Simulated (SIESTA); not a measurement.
The system is Hf2Ge.

```xyz
6
Lattice="-3.2903 3.2903 2.6465 3.2903 -3.2903 2.6465 3.2903 3.2903 -2.6465" Properties=species:S:1:pos:R:3 pbc="T T T"
Hf    1.0250    4.3153    0.0000
Hf    2.2653    1.0250    0.0000
Hf    2.2653   -1.0250    2.6465
Hf    1.0250    2.2653    2.6465
Ge    0.0000    0.0000    1.3232
Ge    0.0000    0.0000    3.9697
```

The cell comes from a database or a generator and needn't be the stable form of this composition.

| Quantity | Value |
| --- | --- |
| Program | SIESTA 5.4.2 |
| Task | single point |
| Functional | PBEsol |
| Potentials or basis | PseudoDojo 0.4 standard (PBEsol files) |
| Basis | DZP (energy shift 0.003 Ry; two zetas on semicore shells) |
| Grid cutoff | 800 Ry |
| Energy shift | 0.003 Ry |
| k mesh | 7 × 7 × 7 |
| Occupations | fermi-dirac, width 0.05 eV |
| Spin | no spin polarisation |

On this cell: pressure -1.8 GPa; largest force 0.069 eV/Å; band gap on the k mesh none (metal or under the smearing width).

The same run follows on a disturbed copy (atoms moved at random, drawn with an rms of 0.05 Å):

```
Hf Ge
1.0
    -3.29027    3.29027    2.64647
     3.29027   -3.29027    2.64647
     3.29027    3.29027   -2.64647
Hf Ge
4 2
Direct
  0.64813 0.16023 0.81239
  0.15823 0.34638 0.51557
  0.35958 0.85584 0.20297
  0.85452 0.65643 0.50506
  0.23930 0.24111 0.99870
  0.74918 0.75296 0.99585
```

Task: What changes?

Result: The energy (extrapolated to zero smearing) moves by +15.3 meV/atom; pressure -1.4 GPa; largest force 0.761 eV/Å; band gap on the k mesh none (metal or under the smearing width).

Forces on the atoms (eV/Å):
```
Hf  -0.122  0.631  0.063
Hf  -0.591 -0.459  0.139
Hf  -0.185 -0.472 -0.265
Hf   0.062 -0.526 -0.130
Ge   0.538  0.344  0.276
Ge   0.298  0.482 -0.083
```

Stress tensor (GPa, compression positive):
```
-1.20  0.25 -0.05
 0.25 -1.54 -0.24
-0.05 -0.24 -1.52
```

Caveats: short orbitals over semicore shells can move pressures by several GPa; the basis of atomic orbitals isn't converged, which shifts pressures, moduli and gaps.
